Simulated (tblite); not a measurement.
# C11H7F7O2: the cost of one run

Computed with tblite 0.8.0 and PySCF 2.14.0 and routines of our own; the level stands in each step. Atoms count from 0.

## 1. The starting structure

27 atoms, charge 0, multiplicity 1; geometry from: force field, distance geometry or constructed start.

## 2. Relaxing the molecule with GFN2-xTB

The job: settings as JSON, then the geometry in Å.

```
{"job": {"kind": "relax", "xc": "GFN2-xTB", "basis": "xTB"}, "charge": 0, "multiplicity": 1}
C      4.829300    -0.172000    -0.980800
O      3.935000    -0.873000    -0.126200
C      2.690800    -0.354800     0.041900
C      2.197000     0.814200    -0.559100
C      0.886500     1.227600    -0.294100
C      0.051100     0.490100     0.542600
O     -1.204100     1.009500     0.711000
C     -2.247700     0.175500     1.287300
F     -1.938600    -0.197400     2.559600
C     -3.688000     0.799400     1.158200
F     -3.749200     2.154000     1.129000
F     -4.584100     0.400600     2.096300
C     -3.791700     0.084600    -0.209300
F     -5.017200    -0.367300    -0.565700
F     -3.331400     0.787500    -1.284300
C     -2.816900    -0.971100     0.379700
F     -1.953600    -1.537200    -0.505600
F     -3.398600    -2.006900     1.036800
C      0.540300    -0.663500     1.150600
C      1.854200    -1.081600     0.893900
H      5.025300     0.839500    -0.595600
H      4.435600    -0.132800    -2.002800
H      5.776300    -0.710800    -0.995200
H      2.802200     1.409800    -1.218500
H      0.518000     2.141400    -0.763600
H     -0.061700    -1.264600     1.830600
H      2.229300    -1.984700     1.362800
```

Command:

```bash
$ OMP_NUM_THREADS=1 python large_run.py task.json out
```

One launch serves the whole session: the jobs run in the order shown.

Q: Estimate the wall time and peak memory of this first job on 1 thread of Arm Neoverse N1, shared host.

About 3.3 s, with a peak of 0.19 GiB.
